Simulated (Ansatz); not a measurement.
# Cl3FH3NTi: the cost of one run

Program: Ansatz 0.2.0. Level of theory: RKS PBE-D4/def2-SVP. These are calculated values, not measurements.

**1. The system as given**

Bond lengths: Ti1–N2 2.410 Å, N2–H3 1.060 Å, N2–H4 1.060 Å, Ti1–Cl5 2.370 Å, Ti1–Cl6 2.368 Å, Ti1–Cl7 2.368 Å, Ti1–F8 2.130 Å, Ti1–H9 2.283 Å. Angles (14 of 18 angles, heavy atoms first): N2–Ti1–Cl5 109.4°, N2–Ti1–Cl6 109.5°, N2–Ti1–Cl7 109.5°, N2–Ti1–F8 71.6°, Cl5–Ti1–Cl6 109.5°, Cl5–Ti1–Cl7 109.5°, Cl5–Ti1–F8 67.2°, Cl6–Ti1–Cl7 109.5°, Cl6–Ti1–F8 176.6°, Cl7–Ti1–F8 72.8°, Ti1–N2–H3 120.0°, Ti1–N2–H4 120.0°, N2–Ti1–H9 36.2°, Cl5–Ti1–H9 87.9°.

Coordinates:

```xyz
9

Ti    0.0000    0.0000    0.0000
N     0.0000    0.0000    2.4100
H    -0.8770   -0.2713    2.9400
H     0.8770    0.2713    2.9400
Cl    2.2349    0.0000   -0.7892
Cl   -1.1163    1.9339   -0.7892
Cl   -1.1163   -1.9339   -0.7892
F     1.1117   -1.6882    0.6716
H     0.7413   -1.1257    1.8426
```

**2. Pulling towards end A**

Springs on the bonds that form and break draw the guess towards this end; the thresholds are loose.

input.yaml reads:

```yaml
crystal:
  periodic: [false, false, false]
  atoms:
    - { symbol: Ti, position_ang: [0.0, 0.0, 0.0] }
    - { symbol: "N", position_ang: [0.0, 0.0, 2.41] }
    - { symbol: H, position_ang: [-0.877, -0.2713, 2.94] }
    - { symbol: H, position_ang: [0.877, 0.2713, 2.94] }
    - { symbol: Cl, position_ang: [2.2349, 0.0, -0.7892] }
    - { symbol: Cl, position_ang: [-1.1163, 1.9339, -0.7892] }
    - { symbol: Cl, position_ang: [-1.1163, -1.9339, -0.7892] }
    - { symbol: F, position_ang: [1.1117, -1.6882, 0.6716] }
    - { symbol: H, position_ang: [0.7413, -1.1257, 1.8426] }
basis:
  gaussian: { orbitals: def2-SVP }
hamiltonian:
  xc: pbe
  dispersion: d4
relax:
  f_tol: 0.15
  max_steps: 25
  restrain:
    - { distance: [0, 7], at: 3.03, k: 30.0 }
    - { distance: [8, 1], at: 2.26, k: 30.0 }
    - { distance: [0, 1], at: 2.06, k: 30.0 }
    - { distance: [8, 7], at: 0.92, k: 30.0 }
```

Started as:

```
$ ansatz run input.yaml --threads 4 --pin off --max-ram 5120MiB --backend cpu --events-out ev --progress --plain --runs-dir out
```

**Question.** How long does this run take on 4 threads of Arm Neoverse V2, shared host, and how much memory does it need?

About 16 s, with a peak of 0.21 GiB.
